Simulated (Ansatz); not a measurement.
# TcRh: the cost of one run

All numbers are computed with the Python package of Ansatz 0.2.0. Level of theory: DFT PBEsol+D3(BJ) with three-body term, plane waves, PAW.

## 1. Starting point

The structure is hexagonal, space group P-6m2 (No. 187). The conventional cell has a = 2.722 Å, b = 2.722 Å, c = 4.331 Å, α = 90.00°, β = 90.00°, γ = 120.00°. Tc (site symmetry -6m2) is surrounded by 6 Rh at 2.68 Å and 6 Tc at 2.72 Å. Around Rh (site symmetry -6m2) lie 6 Tc at 2.68 Å and 6 Rh at 2.72 Å.

No structure file is read: the coordinates are typed or built in the script.

## 2. Script

The input, tcrh.py:

```python
'''Energy against volume for TcRh, with a fit.'''

from dataclasses import dataclass
import logging
import sys

import ansatz
import numpy as np
from scipy.optimize import curve_fit

logging.basicConfig(stream=sys.stdout, format='%(levelname)s %(message)s')
logger = logging.getLogger('tcrh')
logger.setLevel(logging.INFO)


@dataclass(frozen=True)
class RunConfig:
    functional: str = 'PBEsol'
    dispersion: str = 'd3bjatm'
    ecut: int = 450
    filling: str = 'fermi_dirac'
    width_ev: float = 0.15
    n_empty: int = 4
    kmesh: tuple[int, ...] = (12, 12, 7)


cfg = RunConfig()

VECTORS = np.array([
    [2.72206, 0.0, 0.0],
    [-1.36103, 2.35737, 0.0],
    [0.0, 0.0, 4.33113],
])
SITES = [
    ('Tc', (2 / 3, 1 / 3, 0.0)),
    ('Rh', (0.0, 0.0, 0.5)),
]


def make_crystal(cell):
    crystal = ansatz.Crystal(lattice=ansatz.Lattice.of(cell))
    for symbol, position in SITES:
        crystal = crystal.atom(symbol, position)
    return crystal

def vinet(v, e0, v0, b0, b1):
    eta = (v / v0) ** (1 / 3)
    return e0 + 2 * b0 * v0 / (b1 - 1) ** 2 * (2 - (5 + 3 * b1 * (eta - 1) - 3 * eta) * np.exp(-1.5 * (b1 - 1) * (eta - 1)))

# uniform scaling of the cell
volumes, energies = [], []
for scale in np.linspace(0.92, 1.08, 7):
    cell = VECTORS * scale ** (1 / 3)
    setup = make_crystal(cell).calculation()
    setup = setup.functional(cfg.functional, dispersion=cfg.dispersion).basis(cfg.ecut)
    setup = setup.occupations(cfg.filling, width=cfg.width_ev)
    setup = setup.scf(extra_bands=cfg.n_empty).kpoints(*cfg.kmesh)
    data = setup.run().report
    volumes.append(abs(np.linalg.det(cell)) / len(SITES))
    energies.append(data['free_energy_ev'] / len(SITES))
    logger.info(f'V = {volumes[-1]:8.4f} A^3/atom  F = {energies[-1]:.5f} eV/atom')

guess = (min(energies), volumes[int(np.argmin(energies))], 0.5, 4.5)
(e0, v0, b0, b1), _ = curve_fit(vinet, np.array(volumes), np.array(energies), p0=guess, maxfev=20000)
logger.info(f'Vinet fit: V0 = {v0:.4f} A^3/atom, B0 = {160.21766 * b0:.1f} GPa, B1 = {b1:.2f}')
print('largest residual', round(1000 * float(np.abs(vinet(np.array(volumes), e0, v0, b0, b1) - energies).max()), 3), 'meV/atom')
```

## 3. Launch

Run with:

```
$ python tcrh.py
```

What time and memory should one allow on 1 thread of Arm Neoverse V2, shared host?

About 34 s, with a peak of 0.44 GiB.
